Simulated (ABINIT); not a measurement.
The system is AlBN.

```
Al B N
1.0
     2.64562    0.00000    0.00000
     0.00000    2.64562    0.00000
     0.00000    0.00000    5.40264
Al B N
1 1 1
Cartesian
  1.3228 1.3228 0.0000
  1.3228 1.3228 2.7013
  0.0000 0.0000 0.0000
```

The cell was built by a generator and needn't be a form met in nature.

```yaml
Program: ABINIT 10.8.3 (patched build)
Task: single point
Functional: PBE
Potentials_or_basis: JTH PAW PBE v2.0
Cutoff: 707 eV
k_mesh: 10 × 10 × 5
Occupations: fermi-dirac, width 0.05 eV
Spin: no spin polarisation
```

On this cell: pressure 0.4 GPa; largest force under 0.003 eV/Å; band gap on the k mesh none (metal or under the smearing width).

The same run follows on a disturbed copy (atoms moved at random, drawn with an rms of 0.05 Å):

```
Al B N
1.0
     2.64562    0.00000    0.00000
     0.00000    2.64562    0.00000
     0.00000    0.00000    5.40264
Al B N
1 1 1
Direct
  0.50347 0.50176 0.00036
  0.51501 0.47301 0.50216
  0.99809 0.00972 0.99786
```

Q: What changes?

A: The energy (extrapolated to zero smearing) moves by +1.2 meV/atom; pressure 0.4 GPa; largest force 0.520 eV/Å; band gap on the k mesh none (metal or under the smearing width).

Forces on the atoms (eV/Å):
```
Al  -0.291  0.429 -0.039
B    0.031 -0.066 -0.036
N    0.260 -0.364  0.075
```

Stress tensor (GPa, compression positive):
```
 0.48 -0.13 -0.04
-0.13  0.27  0.08
-0.04  0.08  0.57
```
